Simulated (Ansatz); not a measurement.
# Sr3MgO4: the cell at several levels of theory

How does the equilibrium cell of Sr3MgO4, ordered on the rocksalt lattice (I4/mmm) with 8 atoms a cell depend on the functional? It is relaxed with PBE and r2SCAN. This is a trial cell built on a prototype, not taken from a measured structure, and it needn't be the compound's ground state.

Program: Ansatz 0.2.0. PAW datasets, plane waves, zero pressure. The calculation is spin-unpolarised, and the structure need not be a phase that has been made.

## 1. The system as given

This is the cell as the run starts from it, not yet at rest; its lengths are not the crystal's.

The symmetry is I4/mmm (No. 139, tetragonal); conventional cell a = 4.834 Å, c = 9.669 Å, 14.12 Å³ an atom. Near Mg stand 6 O at 2.42 Å; near O stand 5 Sr at 2.42 Å and 1 Mg at 2.42 Å; near Sr stand 6 O at 2.42 Å; near O stand 2 Mg at 2.42 Å and 4 Sr at 2.42 Å.

Structure file:

```
CELL_PARAMETERS angstrom
-2.41713 2.41713 4.83426
2.41713 -2.41713 4.83426
2.41713 2.41713 -4.83426
ATOMIC_POSITIONS crystal
Mg 0.00000 0.00000 0.00000
O 0.75000 0.75000 0.00000
Sr 0.25000 0.75000 0.50000
O 0.00000 0.50000 0.50000
Sr 0.50000 0.50000 0.00000
O 0.25000 0.25000 0.00000
Sr 0.75000 0.25000 0.50000
O 0.50000 0.00000 0.50000
```

## 2. Relaxing with PBE

input.yaml

```yaml
crystal:
  lattice:
    - [-2.41713, 2.41713, 4.83426]
    - [2.41713, -2.41713, 4.83426]
    - [2.41713, 2.41713, -4.83426]
  atoms:
    - { symbol: Mg, position: [0.0, 0.0, 0.0] }
    - { symbol: O, position: [0.75, 0.75, 0.0] }
    - { symbol: Sr, position: [0.25, 0.75, 0.5] }
    - { symbol: O, position: [0.0, 0.5, 0.5] }
    - { symbol: Sr, position: [0.5, 0.5, 0.0] }
    - { symbol: O, position: [0.25, 0.25, 0.0] }
    - { symbol: Sr, position: [0.75, 0.25, 0.5] }
    - { symbol: O, position: [0.5, 0.0, 0.5] }
kpoints:
  mp_grid: { grid: [6, 6, 6] }
hamiltonian:
  xc: pbe
scf:
  occupations: { method: fermi_dirac, width: 0.02 }
relax:
  f_tol: 0.005
  cell: {}
```

The run is started by

```sh
> ansatz run input.yaml --threads 2 --pin off --max-ram 20275MiB --backend cpu --events-out ev --progress --plain --runs-dir out
```

After this run come: r2SCAN: cell and atoms.

**Question.** What will these runs give? Wanted: for each run, a; c; volume; space group; SCF geometries.

The runs gave:

| level | a (Å) | c (Å) | volume (Å³/atom) | space group | SCF geometries |
| --- | --- | --- | --- | --- | --- |
| PBE | 5.052 | 9.887 | 15.771 | I4/mmm | 10 |
| r2SCAN | 5.010 | 9.827 | 15.416 | I4/mmm | 6 |

The first relaxation changed the volume by +11.7 % from the start. r2SCAN gives the smallest cell and PBE the largest; they differ by 2.3 % in volume, a mean of 0.8 % in length.
